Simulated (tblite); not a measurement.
**triplet GeSiN2H8 at IPEA1-xTB (coupling 0.002 1/fs, Bussi dynamics, md temperature 200 K, start temperature 200 K)**

We compute a short trajectory of triplet GeSiN2H8. The job is set up through an ASE script.

Program for the calculation: tblite 0.8.0.

6 further runs of the same task are left out: 3 that didn't finish, 3 set aside as unsound or not needed.

### 1 The structure to begin with

The species is GeSiN2H8 (12 atoms), meant as a triplet with charge 0. As SMILES of the parent species, `N[SiH](N)[GeH3]`. Geometry: a rough force-field guess. This is one conformer, not always the lowest. That shape belongs to the parent species and isn't relaxed for this state. The run starts from this shape.

Bond lengths: N1–Si2 1.722 Å, Si2–N3 1.791 Å, Si2–Ge4 2.344 Å, N1–H5 1.070 Å, N1–H6 1.085 Å, Si2–H7 1.496 Å, N3–H8 1.089 Å, N3–H9 0.983 Å, Ge4–H10 1.496 Å, Ge4–H11 1.603 Å, Ge4–H12 1.523 Å. Some angles: N1–Si2–N3 109.0°, N1–Si2–Ge4 109.8°, N3–Si2–Ge4 110.6°, N1–Si2–H7 110.0°, N3–Si2–H7 110.5°, Ge4–Si2–H7 107.0°, Si2–N1–H5 110.2°, Si2–N1–H6 109.9°, Si2–N3–H8 103.1°, Si2–N3–H9 109.2°.

### 2 A short trajectory at IPEA1-xTB (coupling 0.002 1/fs, Bussi dynamics, md temperature 200 K, start temperature 200 K)

run.py

```python
# IPEA1-xTB molecular dynamics with ASE
import json
import numpy as np
from ase import Atom, Atoms
from tblite.ase import TBLite
from ase.units import kcal, mol as mol_
from ase.units import Debye
from ase import units
from ase.md.velocitydistribution import MaxwellBoltzmannDistribution, Stationary, ZeroRotation
from ase.md.bussi import Bussi

mol = Atoms([
    Atom("N", (-1.070300, 1.571100, -0.183000)),
    Atom("Si", (0.106300, 0.504600, 0.483800)),
    Atom("N", (-0.708400, -0.641500, 1.593400)),
    Atom("Ge", (1.198400, -0.651300, -1.237700)),
    Atom("H", (-1.834400, 1.012800, -0.681900)),
    Atom("H", (-1.591200, 2.091300, 0.614200)),
    Atom("H", (1.150600, 1.288100, 1.215200)),
    Atom("H", (0.108100, -1.277400, 1.933800)),
    Atom("H", (-1.337300, -1.195500, 1.080600)),
    Atom("H", (1.809300, 0.337400, -2.180100)),
    Atom("H", (0.041200, -1.478000, -1.977700)),
    Atom("H", (2.204800, -1.616800, -0.626600)),
])
start = mol.get_positions()

mol.calc = TBLite(
    method="IPEA1-xTB",
    multiplicity=3,
    spin_polarization=1.0,
    verbosity=0,
)
MaxwellBoltzmannDistribution(mol, temperature_K=200, rng=np.random.default_rng(465))
Stationary(mol)
ZeroRotation(mol)
dyn = Bussi(mol, timestep=0.25 * units.fs, temperature_K=200, taut=500 * units.fs, rng=np.random.default_rng(465), trajectory="md.traj", logfile="-", loginterval=10)
dyn.run(400)
print(f"E: {mol.get_potential_energy() / (kcal / mol_):.6f} kcal/mol")
print(f"Dipole: {np.linalg.norm(mol.get_dipole_moment()) / Debye:.4f} D")
for a, q in zip(mol, mol.get_charges()):
    print(f"{a.symbol}{a.index + 1} {q:+.4f}")
print("Final positions (angstrom):")
for a in mol:
    print(f"{a.symbol:<2} {a.x:12.6f} {a.y:12.6f} {a.z:12.6f}")
json.dump(dict(energy=mol.get_potential_energy(), forces=mol.get_forces().tolist(), dipole=mol.get_dipole_moment().tolist(), charges=mol.get_charges().tolist(),
               symbols=mol.get_chemical_symbols(), start=start.tolist(), final=mol.positions.tolist()), open("results.json", "w"))
```

On the command line:

```
$ python run.py
```

Q: Predict the results. Wanted: potential energy of the last frame.

**Answer.** As computed:

At IPEA1-xTB (coupling 0.002 1/fs, Bussi dynamics, md temperature 200 K, start temperature 200 K):

| quantity | value |
| --- | --- |
| potential energy of the last frame | -16.22446 Eh |

What this shows: The run spans only 100 fs, so it is not equilibrated: the temperature averages 852 K over its second half, against 138 K at the start.
